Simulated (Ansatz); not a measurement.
Na3Ca, space group Fm-3m: an equation of state with a fit, run with Ansatz 0.2.0, Python API.

Script `eos_na3ca.py`:
```python
# -*- coding: utf-8 -*-
import warnings

import ansatz as az
import numpy as np
from scipy.optimize import curve_fit

VECTORS = np.array([
    [0.0, 4.23512, 4.23512],
    [4.23512, 0.0, 4.23512],
    [4.23512, 4.23512, 0.0],
])
SITES = [
    ('Na', [0.25, 0.25, 0.25]),
    ('Na', [0.75, 0.75, 0.75]),
    ('Na', [0.5, 0.5, 0.5]),
    ('Ca', [0.0, 0.0, 0.0]),
]


def build(cell):
    crystal = az.Crystal(lattice=az.Lattice.of(cell))
    for symbol, position in SITES:
        crystal = crystal.atom(symbol, position)
    return crystal

def vinet(v, e0, v0, b0, b1):
    eta = (v / v0) ** (1 / 3)
    return e0 + 2 * b0 * v0 / (b1 - 1) ** 2 * (2 - (5 + 3 * b1 * (eta - 1) - 3 * eta) * np.exp(-1.5 * (b1 - 1) * (eta - 1)))

warnings.simplefilter('ignore', az.DeckWarning)

volumes, energies, pressures = [], [], []
for scale in np.linspace(0.88, 1.12, 7):
    cell = VECTORS * scale ** (1 / 3)
    model = build(cell).calculation()
    model = model.occupations(az.OccupationsMethod.METHFESSEL_PAXTON, width=0.1)
    model = model.basis(600)
    model = model.functional('r2scan')
    model = model.kpoints(5, 5, 5)
    model = model.stress()
    rep = model.run(threads=1, backend='cpu').report
    volumes.append(abs(np.linalg.det(cell)) / len(SITES))
    energies.append(rep['free_energy_ev'] / len(SITES))
    pressures.append(np.trace(rep['stress_gpa']) / 3)
    print(f'V = {volumes[-1]:8.4f} A^3/atom  F = {energies[-1]:.5f} eV/atom  P = {pressures[-1]:8.3f} GPa')

guess = (min(energies), volumes[int(np.argmin(energies))], 0.5, 4.5)
(e0, v0, b0, b1), _ = curve_fit(vinet, np.array(volumes), np.array(energies), p0=guess, maxfev=20000)
print(f'Vinet fit: V0 = {v0:.4f} A^3/atom, B0 = {160.21766 * b0:.1f} GPa, B1 = {b1:.2f}')
print('largest residual', round(1000 * float(np.abs(vinet(np.array(volumes), e0, v0, b0, b1) - energies).max()), 3), 'meV/atom')
```

From its runs, with one value withheld:

| V (Å³/atom) | F less the lowest row shown (meV/atom) |
| --- | --- |
| 33.423 | ? |
| 34.943 | 15.30 |
| 36.462 | 5.46 |
| 37.981 | 0.64 |
| 39.500 | 0.00 |
| 41.020 | 2.84 |
| 42.539 | 8.60 |

What is the missing energy at 33.423 Å³ an atom?

A third-order Birch-Murnaghan fit, E = E0 + (9 V0 B0 / 16) [(t - 1)³ B' + (t - 1)² (6 - 4t)] with t = (V0/V)^(2/3), through the 6 rows shown gives V0 = 38.989 Å³, B0 = 10.0 GPa, B' = 3.64 and E0 = -0.20 meV. At V = 33.423 Å³, t = 1.10815, and the fit extrapolates to 31.17 meV. The run gave 31.18 meV, a miss of 0.01 meV.

Reading the output:
- For a metal this k-point mesh is coarse: on a finer one energies can move by several to tens of meV an atom and pressures by half a GPa or more, differences at one mesh by less.
- Pressure is positive in compression.
- This cell is a computed structure, which may not be the phase found in nature.
- Wall time of the script: 54 s on 1 thread of Arm Neoverse V1, on a shared host, peak memory 1 GiB.

(A comment or docstring line of the script was reworded after the run, the code is as it ran.)
